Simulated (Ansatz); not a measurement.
**MgH2: the band gap up the ladder of functionals**

The task here is to estimate one member of a computed series from the others.

Program: Ansatz 0.2.0. PAW datasets, plane waves. The values are computed, spin-unpolarised, and not measurements.

### The system as given

The cell was relaxed beforehand with r2SCAN.

It is tetragonal, P4_2/mnm (No. 136); conventional cell a = 4.485 Å, c = 2.996 Å, 10.05 Å³ an atom. Near Mg stand 6 H at 1.93–1.94 Å; near H stand 3 Mg at 1.93–1.94 Å.

Coordinates:

```cif
data_structure
_symmetry_space_group_name_H-M 'P4_2/mnm'
_symmetry_Int_Tables_number 136
_cell_length_a 4.4849
_cell_length_b 4.4849
_cell_length_c 2.9965
_cell_angle_alpha 90.000
_cell_angle_beta 90.000
_cell_angle_gamma 90.000
_cell_volume 60.27
loop_
_atom_site_label
_atom_site_type_symbol
_atom_site_symmetry_multiplicity
_atom_site_Wyckoff_symbol
_atom_site_fract_x
_atom_site_fract_y
_atom_site_fract_z
_atom_site_occupancy
Mg1 Mg 2 a 0.00000 0.00000 0.00000 1
H1 H 4 f 0.30468 0.30468 0.00000 1
```

The first run:

input.yaml

```yaml
crystal:
  lattice:
    - [4.4848772637, 0.0, 0.0]
    - [0.0, 4.4848772637, 0.0]
    - [0.0, 0.0, 2.9964754803]
  atoms:
    - { symbol: Mg, position: [0.0, 0.0, 0.0] }
    - { symbol: Mg, position: [0.5, 0.5, 0.5] }
    - { symbol: H, position: [0.3046815063, 0.3046815063, 0.0] }
    - { symbol: H, position: [0.1953184937, 0.8046815063, 0.5] }
    - { symbol: H, position: [0.8046815063, 0.1953184937, 0.5] }
    - { symbol: H, position: [0.6953184937, 0.6953184937, 0.0] }
kpoints:
  mp_grid: { grid: [6, 6, 8] }
  band_path:
    path:
      - [[0.0, 0.0, 0.0], [5.78675284281e-51, 0.5, 0.0], [0.5, 0.5, 0.0], [0.0, 0.0, 0.0], [0.0, 0.0, 0.5], [5.78675284281e-51, 0.5, 0.5], [0.5, 0.5, 0.5], [0.0, 0.0, 0.5]]
      - [[5.78675284281e-51, 0.5, 0.0], [5.78675284281e-51, 0.5, 0.5]]
      - [[0.5, 0.5, 0.0], [0.5, 0.5, 0.5]]
    npoints: 10
hamiltonian:
  xc: pbe
scf:
  occupations: { method: fermi_dirac, width: 0.02 }
  n_extra_bands: 5
output:
  forces: true
  stress: true
  eigenvalues: true
```

Started as:

```console
$ ansatz run input.yaml --threads 2 --pin off --max-ram 20275MiB --backend cpu --events-out ev --progress --plain --runs-dir out
```

Steps of the session up to this table: PBE band path; Single point with r2SCAN; HSE06 at the same geometry; PBE0.

One table of the session follows, with a row left open; its other results are not shown here.

```
 level  gap (eV)
   PBE         ?
r2SCAN      4.38
 HSE06      4.84
  PBE0      5.57
```

**Question.** Estimate the row for PBE.

The run gave: gap (eV): 3.76. In the column «gap (eV)» it is the lowest.

Meshes: PBE 6×6×8, r2SCAN 6×6×8, HSE06 4×4×6, PBE0 4×4×6

What this shows: The gap runs from 3.76 eV (PBE) to 5.57 eV (PBE0). PBE reaches 78 % of the HSE06 value, and r2SCAN 90 %. PBE0 lies 0.73 eV above HSE06, which differs from it by screening the long-range exchange.

To keep in mind: Warnings in the runs' records: stress scf threshold loose, stress exchange threshold loose.
